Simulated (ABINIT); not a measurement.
Runs of ABINIT 10.8.3 (patched build) on SnSe2. It takes space group P-3m1 (No. 164, trigonal). Conventional cell: a = 3.811 Å, b = 3.811 Å, c = 6.136 Å, α = 90.00°, β = 90.00°, γ = 120.00°. Sn (site symmetry -3m) is surrounded by 6 Se at 2.68 Å. Se (site symmetry 3m) is surrounded by 3 Sn at 2.68 Å. 

| task | level | potentials or basis | cell | k mesh | cutoff (eV) | cell freedom (optcell) | cutoff smearing ecutsm (Ha) | optimiser (ionmov) | force stop (Ha/bohr) | fine-grid cutoff | gap on the mesh (eV) | pressure (GPa) | largest force (eV/Å) |
| --- | --- | --- | --- | --- | --- | --- | --- | --- | --- | --- | --- | --- | --- |
| relaxation of cell and atoms | PBE | JTH PAW PBE v2.0 | relaxed to 20 GPa | 6 × 6 × 4 | 599 | 2 | 0.5 | 2 | 0.0005 | 1197.3 eV | none | 19.9 | 0.01 |
| relaxation of cell and atoms | PBE | JTH PAW PBE v2.0 | relaxed to 10 GPa | 6 × 6 × 4 | 599 | 2 | 0.5 | 2 | 0.0005 | 1197.3 eV | none | 10.0 | - |
| relaxation of cell and atoms | PBE | JTH PAW PBE v2.0 | relaxed to 30 GPa | 6 × 6 × 4 | 599 | 2 | 0.5 | 2 | 0.0005 | 1197.3 eV | none | 29.9 | 0.01 |
| relaxation of cell and atoms | PBE | JTH PAW PBE v2.0 | relaxed to 5 GPa | 6 × 6 × 4 | 599 | 2 | 0.5 | 2 | 0.0005 | 1197.3 eV | (a) | 5.0 | 0.01 |
| single point | PBEsol | PseudoDojo NC SR PBEsol v0.4.1 standard | as given | 8 × 8 × 5 | 1170 | - | - | - | - | - | 0.72 | 2.7 | 0.63 |

Alike in all rows: no spin polarisation; smearing fermi-dirac 0.05 eV.

Fill in the values left out.

(a) 0.36.

Caveats: this functional lacks dispersion, which binds the layers, so the pressure and a relaxed spacing across them are unreliable; spin-orbit coupling is left out, which moves the levels of the heavy elements (some runs); the atomic spheres overlap (some runs); an odd mesh through Γ misses points on the zone boundary, where band edges often lie (some runs).

A k mesh can miss the band edges, and the runs leave out spin-orbit coupling on Se, Sn.

A gap of «none» marks a metal or a gap under the smearing width.

The runs don't all hold the same shells in valence.
